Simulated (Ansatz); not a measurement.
# Ca3Se3: the cost of one run

Program: Ansatz 0.2.0, Gaussian basis. Level of theory: RKS PBE0-D4/def2-TZVP. These are calculated values, not measurements.

The runs, in order: a single point at PBE0-D4/def2-TZVP; harmonic vibrations at PBE0-D4/def2-SVP.

2 further runs of the same task are left out: 2 set aside as unsound or not needed.

## (1) The structure

The singlet was relaxed beforehand with PBE0-D4/def2-SVP. At that level it is the lowest of the isomers that a small search found.

6 atoms, charge 0, spin multiplicity 1.

Atoms are counted from 1 here; the program's logs count them from 0.

Bond lengths: Ca1–Se4 2.751 Å, Ca1–Se5 2.995 Å, Ca1–Se6 2.751 Å, Ca2–Se5 2.691 Å, Ca2–Se6 2.587 Å, Ca3–Se4 2.587 Å, Ca3–Se5 2.691 Å. Angles: Se4–Ca1–Se5 93.7°, Se4–Ca1–Se6 166.6°, Se5–Ca1–Se6 93.7°, Se5–Ca2–Se6 105.2°, Se4–Ca3–Se5 105.3°, Ca1–Se4–Ca3 83.6°, Ca1–Se5–Ca2 77.4°, Ca1–Se5–Ca3 77.3°, Ca2–Se5–Ca3 150.7°, Ca1–Se6–Ca2 83.7°.

Bonds by kind at the end (by distance):

```
 bond  count  shortest (Å)  longest (Å)
Ca–Se      7         2.587        2.995
```

## (2) Single point, PBE0-D4/def2-TZVP

start.molden holds the orbitals of an earlier run on this state, given as this run's starting guess.

in.yaml

```yaml
crystal:
  periodic: [false, false, false]
  atoms:
    - {symbol: Ca, position_ang: [0.819442, 0.492936, -0.818399]}
    - {symbol: Ca, position_ang: [-0.533861, 1.654863, 2.266232]}
    - {symbol: Ca, position_ang: [-0.911947, -2.615218, -0.691153]}
    - {symbol: Se, position_ang: [0.485167, -1.572999, -2.603188]}
    - {symbol: Se, position_ang: [-0.741143, -0.866080, 1.347140]}
    - {symbol: Se, position_ang: [0.882351, 2.906497, 0.499368]}
basis:
  gaussian: {orbitals: def2-TZVP, initial_orbitals: start.molden}
hamiltonian: {xc: pbe0, dispersion: d4}
scf: {omitted_lower_state_checks: [starts]}
output: {forces: true, orbitals: {seedname: orbitals}}
```

Command:

```sh
> ansatz run in.yaml --threads 2 --pin off --events-out ev --progress --plain --max-ram 32768MiB --backend cpu
```

What time and memory should one allow on 2 threads of AMD EPYC 7R13, shared host?

About 32 s, with a peak of 1 GiB.
